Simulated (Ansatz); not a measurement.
WAu:

```
CELL_PARAMETERS angstrom
0.00000 2.90921 2.90921
2.90921 0.00000 2.90921
2.90921 2.90921 0.00000
ATOMIC_POSITIONS crystal
W 0.00000 0.00000 0.00000
Au 0.75000 0.75000 0.75000
```

The cell was built by a generator and needn't be a form met in nature.

Program: Ansatz 0.2.0. Alike in all runs: potentials or basis Ansatz PAW; cell as given; smearing fermi-dirac 0.05 eV. Hardware: 2 threads of Arm Neoverse V1, on a shared host.

**Question.** Order these runs on this cell by their wall time, lowest first.
A. task band structure; level PBEsol; spin SOC, no magnetisation; k mesh 6 × 6 × 6; cutoff (eV) 420; points for each segment of the path 14
B. task band structure; level PBEsol; spin off; k mesh 6 × 6 × 6; cutoff (eV) 420; points for each segment of the path 14
C. task density of states; level r2SCAN+U; spin off; U Au d U = 2 eV, W d U = 2 eV; k mesh 8 × 8 × 8; cutoff (eV) 500; hubbard projectors ortho-atomic (the default); double counting fll (the default)

**Answer.** B (5.1 s), C (10 s), A (22 s).

Caveats: U without spin polarisation on a metal has little footing (some runs); the U is typed as a test and isn't derived for this compound (some runs); spin-orbit coupling is left out, which moves the levels of the heavy elements (some runs).
